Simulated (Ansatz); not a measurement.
# CH3FSn (SMILES [CH3][Sn][F]): B3LYP/def2-SVPD (core potential)

Aim: the vertical ionisation energy of CH3FSn at B3LYP/def2-SVPD (core potential), from 2 runs. 

The results are computed with Ansatz 0.2.0.

41 further runs of the same task are left out: 41 set aside as unsound or not needed. Runs told in other sessions of the task aren't counted.

## 1. The system as given

CH3FSn has 6 atoms, charge 0, and is taken as a singlet. As SMILES, `[CH3][Sn][F]`. The coordinates come from a PBE0-D4/def2-TZVP relaxation.

Bond lengths: C1–Sn2 2.175 Å, Sn2–F3 1.952 Å, C1–H4 1.094 Å, C1–H5 1.094 Å, C1–H6 1.092 Å. Angles: C1–Sn2–F3 92.9°, Sn2–C1–H4 108.9°, Sn2–C1–H5 108.8°, Sn2–C1–H6 113.1°, H4–C1–H5 107.3°, H4–C1–H6 109.3°, H5–C1–H6 109.2°.

## 2. The energy at B3LYP/def2-SVPD (core potential)

job.yaml

```yaml
basis:
  gaussian:
    orbitals: def2-SVPD
crystal:
  periodic: [false, false, false]
  atoms:
    - {symbol: C, position_ang: [-0.389800, 0.421200, -0.282900]}
    - {symbol: Sn, position_ang: [0.257100, -0.620500, 1.513600]}
    - {symbol: F, position_ang: [1.621600, -1.634100, 0.554100]}
    - {symbol: H, position_ang: [-0.684900, -0.317800, -1.033900]}
    - {symbol: H, position_ang: [0.458100, 0.979400, -0.691900]}
    - {symbol: H, position_ang: [-1.220000, 1.107700, -0.105200]}
hamiltonian:
  xc: {name: B3LYP}
accuracy: high
output: {orbitals: {seedname: orbitals}}
```

Run with:

```sh
$ ansatz run job.yaml --threads 1 --pin off --max-ram 2610MiB --events-out events.jsonl --progress --plain --runs-dir runs
```

Standard output:

```text
Warning: RAYON_NUM_THREADS=1 ignored (pool sized by the plan → 1); use --threads N
Functional definition: B3LYP
  name "B3LYP"
  parameter a0 = 0.2
  parameter ax = 0.72
  parameter ac = 0.81
  exchange = (1 - a0 - ax)*slater_x + ax*b88_x + a0*exact_x
  correlation = (1 - ac)*vwn_rpa_c + ac*lyp_c
2143 factors; integrals over basis functions are off by at most 3.3e-9 eV
mean field evaluation 1: about -9625.1967 eV, gradient 6.4e1 eV
mean field evaluation 2: about -9588.6293 eV, gradient 1.5e2 eV
mean field evaluation 4: about -9634.2168 eV, gradient 1.0e1 eV
mean field evaluation 8: about -9634.4768 eV, gradient 7.5e-2 eV
mean field evaluation 16: about -9634.4768 eV, gradient 3.3e-6 eV
mean field -9634.47682022 eV, -354.0604926600 hartree, gradient 4.4e-8 eV, S^2 0.000000; 0 other end points of the search recorded, 0 dependent functions left out
reference -9634.47685665 eV, -354.0604939990 hartree; 20, 20 occupied and 79, 79 virtual orbitals, 2143 factors
Total energy: -9634.47685665 eV, -354.0604939990 hartree
```

Wall time 7.8 s (1 thread of Arm Neoverse V2, shared host); peak memory 0.33 GiB.

## 3. The doublet cation

run.yaml

```yaml
crystal:
  periodic: [false, false, false]
  atoms:
    - {symbol: C, position_ang: [-0.389800, 0.421200, -0.282900]}
    - {symbol: Sn, position_ang: [0.257100, -0.620500, 1.513600]}
    - {symbol: F, position_ang: [1.621600, -1.634100, 0.554100]}
    - {symbol: H, position_ang: [-0.684900, -0.317800, -1.033900]}
    - {symbol: H, position_ang: [0.458100, 0.979400, -0.691900]}
    - {symbol: H, position_ang: [-1.220000, 1.107700, -0.105200]}
basis:
  gaussian:
    orbitals: def2-SVPD
output: {orbitals: {seedname: orbitals}}
total_charge: 1
accuracy: high
hamiltonian:
  xc: {name: B3LYP}
magnetization:
  spin_polarized: true
  initial_magnetization: 1
```

Run with:

```sh
$ ansatz run run.yaml --threads 1 --pin off --max-ram 2610MiB --events-out events.jsonl --progress --plain --runs-dir runs
```

Standard output (excerpt; [...] marks lines left out):

```text
Warning: RAYON_NUM_THREADS=1 ignored (pool sized by the plan → 1); use --threads N
[... 7 set-up lines as earlier in the session ...]
2143 factors; integrals over basis functions are off by at most 3.3e-9 eV
mean field evaluation 1: about -9603.5364 eV, gradient 7.1e1 eV
mean field evaluation 2: about -9392.4610 eV, gradient 1.8e2 eV
mean field evaluation 4: about -9623.1539 eV, gradient 2.2e1 eV
mean field evaluation 8: about -9625.5232 eV, gradient 4.0e-1 eV
mean field evaluation 16: about -9625.5242 eV, gradient 1.6e-4 eV
mean field -9625.52424178 eV, -353.7314914706 hartree, gradient 3.6e-8 eV, S^2 0.756863; 0 other end points of the search recorded, 0 dependent functions left out
reference -9625.52427889 eV, -353.7314928344 hartree; 20, 19 occupied and 79, 80 virtual orbitals, 2143 factors
Total energy: -9625.52427889 eV, -353.7314928344 hartree
```

Run time: 13 s. Hardware: 1 thread of Arm Neoverse V2, shared host; peak memory 0.46 GiB.

## 4. Outcome

At B3LYP/def2-SVPD (core potential):

```
                                          quantity          value
                      singlet CH3FSn: total energy  -354.06049 Eh
                       singlet CH3FSn: HOMO energy       -6.57 eV
                       singlet CH3FSn: LUMO energy       -2.85 eV
                     singlet CH3FSn: HOMO–LUMO gap        3.72 eV
                      doublet cation: total energy  -353.73149 Eh
doublet cation: HOMO energy (highest over α and β)      -14.01 eV
 doublet cation: LUMO energy (lowest over α and β)      -11.36 eV
                              doublet cation: ⟨S²⟩          0.757
vertical ionisation energy (to the doublet cation)       8.953 eV
```

Removing an electron at fixed nuclei costs 8.95 eV (864 kJ/mol). −ε(HOMO) before ionisation, 6.57 eV, is 2.38 eV below this ionisation energy.
